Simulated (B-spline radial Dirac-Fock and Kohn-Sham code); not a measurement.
**Inner shells of Sm⁷⁺**

Wanted for samarium as Sm⁷⁺: how cheaper methods do for the levels.

Method: a free atom or ion on a radial basis; each step names its model; computed with B-spline radial Dirac-Fock and Kohn-Sham code, version 5.

### Step 1. What is computed

Sm⁷⁺, configuration [Kr] 4d10 4f4 5s2 5p3.

* nuclear charge: 62
* electrons: 55
* mass number: 152
* nuclear rms radius: 5.0819 fm

### Step 2. The levels by Dirac PBE

Model: Dirac-Kohn-Sham PBE, finite nucleus, spherical and without spin polarisation.

task.json holds this item:

```json
{
  "Z": 62,
  "q": 7,
  "cfg": [[1, 0, 2], [2, 0, 2], [2, 1, 6], [3, 0, 2], [3, 1, 6], [3, 2, 10], [4, 0, 2], [4, 1, 6], [4, 2, 10], [4, 3, 4], [5, 0, 2], [5, 1, 3]],
  "A": 152,
  "rrms": 5.0819,
  "tag": "ground",
  "do": ["pbe", "binding", "quiet"],
  "hv": [26.3, 30.3, 38.0, 70.3, 71.2, 152.0, 176.0, 212.0, 677.0, 1030.0, 1940.0, 2620.0, 4190.0, 4840.0, 6180.0, 48800.0, 57200.0, 69600.0, 71300.0, 91200.0, 96200.0, 106000.0, 114000.0, 131000.0],
  "s": [0, 0.03, 0.04, 0.05, 0.06, 0.08, 0.1, 0.12, 0.16, 0.2, 0.25, 0.32, 0.4, 0.51, 0.65, 0.82, 1.04, 1.32, 1.67, 2.11, 2.68, 3.39, 4.3],
  "pz": [0, 0.1, 0.2, 0.3, 0.4, 0.5, 0.6, 0.8, 1.0, 1.2, 1.4, 1.6, 1.8, 2.0, 2.5, 3.0, 4.0, 5.0, 7.0, 10.0, 15.0, 20.0, 30.0, 40.0, 60.0, 100.0],
  "hv_scatter": [1000, 5000, 8047.8, 10000, 20000, 50000, 200000, 500000],
  "holes": ["K", "L1", "L2", "L3", "M1", "M2", "M3", "M4", "M5", "N1", "N2", "N3", "N4", "N5", "N6", "N7"]
}
```

Command:

```sh
> python xray_run.py task.json out
```

What does the calculation give? Wanted: Dirac PBE, K: eigenvalue / ΔSCF.

The runs gave:

| quantity | value |
| --- | --- |
| Dirac PBE, K: eigenvalue / ΔSCF | 46731.7 / 47177.0 eV |

Dirac PBE misses the K level by -0.5 % with its eigenvalue and by +0.5 % with ΔSCF. Breit and QED terms, which only the reference holds, shift this level by tenths of a per cent, so the eigenvalue's nearness can be cancellation. The Hartree-Fock and Dirac-Fock values hold no electron correlation.
